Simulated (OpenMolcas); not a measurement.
# One shape, several levels: CH3ClFIn (SMILES [CH3][In]([F])[Cl])

We compute a comparison of 5 runs (B2PLYP/def2-SVP, BLYP/def2-SVP, SVWN5/def2-SVP, r2SCAN/def2-SVP, CCSD(T)/def2-SVP) of CH3ClFIn. 

Program for the calculation: OpenMolcas 26.06.

### 1 The structure to begin with

CH3ClFIn: 7 atoms, total charge 0, spin state singlet. SMILES: `[CH3][In]([F])[Cl]`. Geometry: relaxed at PBE0-D4/def2-TZVP.

Bond lengths: C1–In2 2.122 Å, In2–F3 1.947 Å, In2–Cl4 2.316 Å, C1–H5 1.089 Å, C1–H6 1.090 Å, C1–H7 1.088 Å. Angles: C1–In2–F3 121.8°, C1–In2–Cl4 129.4°, F3–In2–Cl4 108.8°, In2–C1–H5 109.1°, In2–C1–H6 108.9°, In2–C1–H7 109.1°, H5–C1–H6 109.2°, H5–C1–H7 110.4°, H6–C1–H7 110.2°.

### 2 The energy at B2PLYP/def2-SVP (core potential) (run 1)

File test.input:

```
&GATEWAY
  BASLIB=$CurrDir
  COORD
  7
  angstrom
  C       -0.390800       0.951400       0.427300
  In       0.391000      -0.846100      -0.384300
  F        2.306000      -1.125500      -0.600500
  Cl      -0.728400      -2.728700      -1.135500
  H       -1.112900       1.373000      -0.270800
  H       -0.891300       0.725700       1.368500
  H        0.426300       1.650400       0.595200
  BASIS=def2-SVP
  GROUP=NoSym

&SEWARD
  GRIDINPUT
  Grid=UltraFine
  End of Grid

&SCF
  KSDFT=B2PLYP_SCF
  THRESHOLDS=1e-10 1e-07 1e-07 1e-05
  PRORBITALS=0

&MBPT2
  FROZEN=11
```

The basis set def2-SVP is read from a file made from the Basis Set Exchange's data (not shown).

The run is started by

```bash
$ export MOLCAS_MEM=1860
$ pymolcas test.input > test.log
```

Standard output:

```text
--- Start Module: gateway ---
[...]
--- Stop Module: gateway /rc=_RC_ALL_IS_WELL_ ---
[...]
      Basis functions           87
[...]
--- Start Module: scf ---
[...]
       Convergence after  14 Iterations
[...]
::    Total KS-DFT energy                            -789.1811238754
[...]
      Total spin, S                                     0.0000000000
[...]
      Total electronic charge=   56.000000
      Total            charge=   -0.000000
[...]
      Dipole Moment (debye):
      Origin of the operator (angstrom)=    0.3099   -1.0812   -0.4809
                   X= -2.1484E+00               Y=  3.2028E+00               Z=  1.4868E+00           Total=  4.1333E+00
      Quadrupole Moment (debye*angstrom):
[...]
--- Stop Module: scf /rc=_RC_ALL_IS_WELL_ ---
[...]
--- Start Module: mbpt2 ---
[...]
 ###    WARNING: MP2 implementation intended for RHF references only         ###
 ###############################################################################
MBPT2 WARNING: Reference function according to RunFile:KS-DFT
I'll assume you know what you're doing and continue
WARNING!
Default frozen orbitals as non valence orbitals is overwritten by user input.
Default values:   7
[...]
       Reference weight ( Cref**2 )         =        0.78407
::    Total MBPT2 energy                             -789.8555548145
[...]
      Total MBPT2 calculations                           0.52      0.65
--- Stop Module: mbpt2 /rc=_RC_ALL_IS_WELL_ ---
[...]
```

Wall time 33 s (1 thread of AMD EPYC 7R43 (Zen 3), shared host); peak memory 0.48 GiB.

### 3 Energy and forces at BLYP/def2-SVP (core potential) (run 2)

File test.inp:

```
&gateway
  baslib=$CurrDir
  coord
  7
  angstrom
  C       -0.390800       0.951400       0.427300
  In       0.391000      -0.846100      -0.384300
  F        2.306000      -1.125500      -0.600500
  Cl      -0.728400      -2.728700      -1.135500
  H       -1.112900       1.373000      -0.270800
  H       -0.891300       0.725700       1.368500
  H        0.426300       1.650400       0.595200
  basis=def2-SVP
  group=NoSym

&seward
  gridinput
  Grid=UltraFine
  End of Grid

&scf
  ksdft=BLYP
  thresholds=1e-10 1e-07 1e-07 1e-05
  prorbitals=0

&alaska
```

The basis set def2-SVP is read from a file made from the Basis Set Exchange's data (not shown).

The run is started by

```bash
$ export MOLCAS_MEM=1860
$ pymolcas test.inp > test.log
```

Standard output:

```text
--- Start Module: gateway ---
[...]
--- Stop Module: gateway /rc=_RC_ALL_IS_WELL_ ---
[...]
      Basis functions           87
[...]
--- Start Module: scf ---
[...]
       Convergence after  21 Iterations
[...]
::    Total KS-DFT energy                            -789.8188535388
[...]
      Total spin, S                                     0.0000000000
[...]
      Total electronic charge=   56.000000
      Total            charge=   -0.000000
[...]
      Dipole Moment (debye):
      Origin of the operator (angstrom)=    0.3099   -1.0812   -0.4809
                   X= -1.9006E+00               Y=  2.9757E+00               Z=  1.3780E+00           Total=  3.7903E+00
      Quadrupole Moment (debye*angstrom):
[...]
 *              Molecular gradients               *
 **************************************************
  Irreducible representation: a
 ------------------------------------------------------------------------------------------
                              X                       Y                       Z
 ------------------------------------------------------------------------------------------
  C1                1.53852574430546E-03   -3.40420804719788E-03   -1.54608829029401E-03
  IN2               4.33178724213201E-03   -6.36350168911726E-03   -2.94828010981085E-03
  F3               -1.85340387432440E-02    2.55855612010181E-03    2.01910320382237E-03
  CL4               9.25726730697818E-03    1.52395164418486E-02    6.06440927503904E-03
  H5                7.00342052792413E-03   -3.92494576278102E-03    7.25574154496389E-03
  H6                4.72673344134300E-03    2.69648384778715E-03   -9.28691533313142E-03
  H7               -8.32369551942058E-03   -6.80190091066235E-03   -1.55797029059812E-03
 ------------------------------------------------------------------------------------------
[...]
```

Wall time 45 s (1 thread of AMD EPYC 7R43 (Zen 3), shared host); peak memory 0.48 GiB.

Run 3 isn't shown in full; the table further down has it.

### 4 Energy and forces at r2SCAN/def2-SVP (core potential) (run 4)

File mol.inp:

```
&GATEWAY
 BasLib=$CurrDir
 Coord
 7
 bohr
 C     -0.73850497     1.79788543     0.80747997
 In     0.73888291    -1.59889727    -0.72622175
 F      4.35770844    -2.12688675    -1.13478054
 Cl    -1.37647651    -5.15649568    -2.14578401
 H     -2.10307620     2.59459397    -0.51173783
 H     -1.68431289     1.37137425     2.58609020
 H      0.80559025     3.11880400     1.12476499
 Basis=def2-SVP
 Group=NoSym

&SEWARD
 GridInput
 Grid=UltraFine
 End of Grid

&SCF
 KSDFT=2
 1.0 MGGA_X_R2SCAN
 1.0 MGGA_C_R2SCAN
 Thresholds=1e-10 1e-07 1e-07 1e-05
 PrOrbitals=0

&ALASKA
```

The basis set def2-SVP is read from a file made from the Basis Set Exchange's data (not shown).

The run is started by

```bash
$ export MOLCAS_MEM=1860
$ pymolcas mol.inp > mol.log
```

Standard output:

```text
--- Start Module: gateway ---
[...]
--- Stop Module: gateway /rc=_RC_ALL_IS_WELL_ ---
[...]
      Basis functions           87
[...]
--- Start Module: scf ---
[...]
       Convergence after  19 Iterations
[...]
::    Total KS-DFT energy                            -789.8823389362
[...]
      Total spin, S                                     0.0000000000
[...]
      Total electronic charge=   56.000000
      Total            charge=   -0.000000
[...]
      Dipole Moment (debye):
      Origin of the operator (angstrom)=    0.3099   -1.0812   -0.4809
                   X= -1.9461E+00               Y=  3.2110E+00               Z=  1.4812E+00           Total=  4.0363E+00
      Quadrupole Moment (debye*angstrom):
[...]
 *              Molecular gradients               *
 **************************************************
  Irreducible representation: a
 ------------------------------------------------------------------------------------------
                              X                       Y                       Z
 ------------------------------------------------------------------------------------------
  C1               -2.46763165383967E-04    1.52036536972311E-03    6.53127762050953E-04
  IN2               1.79799450902796E-04   -4.94029445738775E-03   -2.13146191583036E-03
  F3               -6.57845615880603E-03    1.04771047130114E-03    7.71796647520251E-04
  CL4               4.56412334932565E-03    7.34081336069536E-03    2.91211820307247E-03
  H5                4.18502284026800E-03   -2.41201264283131E-03    4.15114307701359E-03
  H6                2.83591318353205E-03    1.45940587018795E-03   -5.43456342628801E-03
  H7               -4.93963949992615E-03   -4.01598797170610E-03   -9.22160347528678E-04
 ------------------------------------------------------------------------------------------
[...]
```

Wall time 55 s (1 thread of AMD EPYC 7R43 (Zen 3), shared host); peak memory 0.47 GiB.

### 5 A single-point energy at CCSD(T)/def2-SVP (core potential) (run 5)

File calc.inp:

```
&GATEWAY
 BasLib
 $CurrDir
 BasisSet
 C.def2-SVP....
 C1 -0.390800 0.951400 0.427300 angstrom
 End of Basis
 BasisSet
 In.def2-SVP....
 In2 0.391000 -0.846100 -0.384300 angstrom
 End of Basis
 BasisSet
 F.def2-SVP....
 F3 2.306000 -1.125500 -0.600500 angstrom
 End of Basis
 BasisSet
 Cl.def2-SVP....
 Cl4 -0.728400 -2.728700 -1.135500 angstrom
 End of Basis
 BasisSet
 H.def2-SVP....
 H5 -1.112900 1.373000 -0.270800 angstrom
 H6 -0.891300 0.725700 1.368500 angstrom
 H7 0.426300 1.650400 0.595200 angstrom
 End of Basis

&SEWARD

&SCF
 Thresholds
 1e-10 1e-07 1e-07 1e-05
 PrOrbitals
 1 2

&RASSCF
 FileOrb
 $Project.ScfOrb
 Spin
 1
 Nactel
 0 0 0
 Inactive
 28
 Ras2
 0
 OutOrbitals
 Canonical
 OrbListing
 Nothing

&MOTRA
 JobIph
 Frozen
 11

&CCSDT
 CCT
 Triples
 2
 Iterations
 80
 Accuracy
 1e-08
 Extrapolation
 5 4
```

The basis set def2-SVP is read from a file made from the Basis Set Exchange's data (not shown).

The run is started by

```bash
$ export MOLCAS_MEM=1860
$ pymolcas calc.inp > calc.log
```

Standard output:

```text
--- Start Module: gateway ---
[...]
--- Stop Module: gateway /rc=_RC_ALL_IS_WELL_ ---
[...]
      Basis functions           87
[...]
       Convergence after  13 Iterations
[...]
::    Total SCF energy                               -787.5853343949
[...]
      Total spin, S                                     0.0000000000
[...]
      Number of active orbitals                  0
[...]
      Spin quantum number                      0.0
[...]
      Active orbitals                            0
[...]
      Number of CSFs                             1
[...]
      Number of root(s) required                 1
[...]
      Convergence after  4 iterations
[...]
      Natural orbitals and occupation numbers for root  1
      ************************************************************************************************************************
      *                                                    Final results                                                     *
      ************************************************************************************************************************
[...]
::    RASSCF root number  1 Total energy:   -787.58533439
[...]
      Total electronic charge=   56.000000
      Total            charge=   -0.000000
[...]
      Dipole Moment (debye):
      Origin of the operator (angstrom)=    0.3099   -1.0812   -0.4809
                   X= -2.2407E+00               Y=  3.2971E+00               Z=  1.5313E+00           Total=  4.2704E+00
      Quadrupole Moment (debye*angstrom):
[...]
--- Start Module: motra ---
[...]
--- Stop Module: motra /rc=_RC_ALL_IS_WELL_ ---
[...]
--- Start Module: ccsdt ---
[...]
      Convergence after                    17  Iterations
      Total energy (diff) :    -788.16703389      -0.00000001
[...]
 METHOD                       : CCSD+T(CCSD)+<T3(1)WT1> = CCSD(T)
[...]
       CCSD     =      -788.1670338869618
[...]
```

It took 2 min on 1 thread of AMD EPYC 7R43 (Zen 3), shared host; peak memory 0.48 GiB.

### 6 Overview of the runs

| run | level | task | frozen core orbitals | energy (Eh) | dipole moment (D) of the reference | HOMO energy (eV) | LUMO energy (eV) | wall time |
| --- | --- | --- | --- | --- | --- | --- | --- | --- |
| 1 | B2PLYP/def2-SVP (core potential) | energy | 11 | -789.363220 | 4.13 | -9.71 | -0.29 | 33 s |
| 2 | BLYP/def2-SVP (core potential) | gradient | – | -789.818854 | 3.79 | -6.93 | -2.21 | 45 s |
| 3 | SVWN5/def2-SVP (core potential) | gradient | – | -787.092210 | 3.90 | -7.28 | -2.54 | 36 s |
| 4 | r2SCAN/def2-SVP (core potential) | gradient | – | -789.882339 | 4.04 | -7.55 | -2.08 | 55 s |
| 5 | CCSD(T)/def2-SVP (core potential) | energy | 11 | -788.180302 | 4.27 | -11.68 | 1.34 | 2 min |

### 7 Summary of results

| quantity | value |
| --- | --- |
| run 5: total energy | -788.18030 Eh |
| run 5: dipole moment (mean-field density) | 4.27 D |
| run 5: HOMO energy (Hartree–Fock orbitals) | -11.68 eV |
| run 5: LUMO energy (Hartree–Fock orbitals) | 1.34 eV |
| run 5: HOMO–LUMO gap (Hartree–Fock orbitals) | 13.02 eV |
| run 5: correlation energy (11 core orbitals frozen) | -595.0 mEh |
| run 5: (T) correction | -13.27 mEh |

**Reading.** Over runs 1, 2, 3, 4 the dipole moment (its size) runs from 3.79 D (BLYP/def2-SVP) to 4.13 D (B2PLYP/def2-SVP). A double hybrid's value is that of its SCF part. Over runs 1, 2, 3, 4 the HOMO–LUMO gap runs from 4.71 eV (BLYP/def2-SVP) to 9.42 eV (B2PLYP/def2-SVP). For B2PLYP the log adds the whole second-order term; the table takes 0.27 of it, as the functional is defined. Totals of different functionals can't be ranked against each other. All runs together took 4.8 min, the longest 2 min.
